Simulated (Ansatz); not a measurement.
Cu, space group Cmcm: relaxations under a series of pressures, run with Ansatz 0.2.0, Python API.

Script `compress.py`:
```python
"""Cell of Cu under pressure."""

import ansatz as az
import numpy as np

def edges_and_angles(cell):
    cell = np.asarray(cell)
    a, b, c = np.linalg.norm(cell, axis=1)
    cosines = cell[1] @ cell[2] / (b * c), cell[0] @ cell[2] / (a * c), cell[0] @ cell[1] / (a * b)
    return (a, b, c, *np.degrees(np.arccos(cosines)))

crystal = (
    az.Lattice.of((1.218464, -3.976378, 0.0), (1.218464, 3.976378, 0.0), (0.0, 0.0, 2.475496))
    .atom("Cu", (0.133867, 0.866133, 0.25))
    .atom("Cu", (0.866133, 0.133867, 0.75))
)

calculation = (
    crystal.calculation()
    .basis(650)  # plane waves up to this kinetic energy
    .kpoints(13, 13, 12)  # sampling of the Brillouin zone
    .pseudopotentials("paw")
    .functional("r2scan")
    .occupations("fermi_dirac", width=0.05)
)

# H = F + PV, with 1 GPa A^3 = 1/160.21766 eV
rows = []
for pressure in [0, 10, 20, 30, 40]:
    done = calculation.relax(cell=True, pressure=pressure, max_steps=60).run()
    cell = done.lattice.cell_ang
    n_atoms = len(done.lattice.sites)
    volume = abs(np.linalg.det(cell)) / n_atoms
    enthalpy = done.report["free_energy_ev"] / n_atoms + pressure * volume / 160.21766
    rows.append((pressure, volume, enthalpy, *edges_and_angles(cell)))
    print(f"{pressure} GPa done: {volume:.4f} A^3/atom")

print(" P (GPa)  V (A^3/atom)  H (eV/atom)     a       b       c")
for row in rows:
    print("{:8.1f} {:12.4f} {:14.5f} {:7.4f} {:7.4f} {:7.4f}".format(*row[:6]))
p, v = np.array([row[0] for row in rows], float), np.array([row[1] for row in rows])
print("mean bulk modulus between rows (GPa):", np.round(-np.diff(p) / np.diff(np.log(v)), 1))
```

From its runs, with one value withheld:

| P (GPa) | relaxed V (Å³/atom) |
| --- | --- |
| 0 | 12.008 |
| 10 | ? |
| 20 | 10.808 |
| 30 | 10.401 |
| 40 | 10.065 |

What volume does the cell relax to at 10 GPa?

Murnaghan's form V = V0 (1 + B' P / B0)^(-1/B') through the 4 rows shown gives V0 = 12.007 Å³, B0 = 148.8 GPa and B' = 4.48, and so 11.322 Å³ an atom at 10 GPa. The run gave 11.318 Å³, 0.04 % away.

What to keep in mind:
- At a fixed pressure a relaxation lowers the enthalpy F + PV, while F alone can rise.
- For a metal this k-point mesh is coarse: on a finer one energies can move by several to tens of meV an atom and pressures by half a GPa or more, differences at one mesh by less.
- This isn't the structure that Cu takes at ambient conditions.
- Symmetry holds the cell in this phase, whether or not it is the stable one at each pressure.
- Hardware and time: 12 min on 1 thread of Arm Neoverse V2, with other jobs on the host, peak memory 0.77 GiB.
